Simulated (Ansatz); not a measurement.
# Li: a tetragonal deformation path

The task here is to estimate one member of a computed series from the others.

Program: Ansatz 0.2.0. Level of theory: DFT PBEsol, scalar-relativistic, plane waves, PAW. These are calculated values, not measurements.

## The structure to begin with

Symmetry: Fm-3m, No. 225, cubic system. Conventional cell: a = 4.404 Å, b = 4.404 Å, c = 4.404 Å, α = 90.00°, β = 90.00°, γ = 90.00°. Li (site symmetry m-3m) has 12 Li at 3.11 Å in its first shell of neighbours.

Structure file:

```cif
data_structure
_symmetry_space_group_name_H-M 'Fm-3m'
_symmetry_Int_Tables_number 225
_cell_length_a 4.4040
_cell_length_b 4.4040
_cell_length_c 4.4040
_cell_angle_alpha 90.000
_cell_angle_beta 90.000
_cell_angle_gamma 90.000
_cell_volume 85.42
loop_
_atom_site_label
_atom_site_type_symbol
_atom_site_symmetry_multiplicity
_atom_site_Wyckoff_symbol
_atom_site_fract_x
_atom_site_fract_y
_atom_site_fract_z
_atom_site_occupancy
Li1 Li 4 a 0.00000 0.00000 0.00000 1
```

The cell is taken as given, not relaxed at this level.

## The reference cell

Reference values: F = -202.9998 eV; pressure -0.70 GPa; largest force 0.000 eV/Å; gap on the mesh none (metal). It was computed beforehand with the settings of the runs below.

The first run:

At fixed volume and fractional coordinates, lengths along (0.000, 0.000, 1.000) are scaled against those across it; ρ is that ratio over its starting value.

Input file input.yaml:

```yaml
crystal:
  lattice:
    - [0.0, 2.4717858593, 1.7475526025]
    - [2.4717858593, 0.0, 1.7475526025]
    - [2.4717858593, 2.4717858593, 0.0]
  atoms:
    - { symbol: Li, position: [0.0, 0.0, 0.0] }
basis:
  ecutwfc: 420
kpoints:
  mp_grid: { grid: [20, 20, 20] }
hamiltonian:
  xc: pbesol
scf:
  occupations: { method: gaussian, width: 0.15 }
output:
  forces: true
  stress: true
  eigenvalues: true
```

Launch:

```
$ ansatz run input.yaml --threads 1 --pin off --max-ram 2560MiB --backend cpu --events-out ev --progress --plain --runs-dir out
```

Among the steps run: Point ρ = 0.707; Point ρ = 1.414; Point ρ = 0.850; ρ = 1.200; ρ = 0.780; At ρ = 1.300; At ρ = 0.920; ρ = 1.100; Point ρ = 0.650; ρ = 1.500; At ρ = 0.960; Point ρ = 1.050.

One of the session's tables, all rows but one given; the rest of the session is left out.

The scan, with free energies counted from the undisturbed cell:

| ρ | ΔE (meV/atom) | pressure (GPa) |
| --- | --- | --- |
| 0.650 | 2.3 | -0.7 |
| 0.707 | 1.6 | -0.7 |
| 0.780 | 1.6 | -0.7 |
| 0.850 | 1.4 | -0.7 |
| 0.920 | 0.7 | -0.7 |
| 0.960 | 0.2 | -0.7 |
| 1.000 | 0.0 | -0.7 |
| 1.050 | 0.5 | -0.7 |
| 1.100 | 2.3 | -0.7 |
| 1.200 | 10.7 | -0.7 |
| 1.300 | 25.6 | -0.7 |
| 1.414 | ? | ? |
| 1.500 | 87.9 | -0.4 |

Estimate the missing values for ρ = 1.414.

Worked estimate for «ΔE (meV/atom)». A straight line through the neighbours (1.300, 25.6) and (1.500, 87.9) gives 25.6 + (87.9 − 25.6) × (1.414 − 1.300) / (1.500 − 1.300) = 61.1; a parabola fitted to 3 rows on both sides gives 55.8.

**Answer.** ΔE (meV/atom): 54.7; pressure (GPa): -0.6. In «ΔE (meV/atom)» the line misses by +6.4 and the parabola by +1.1.
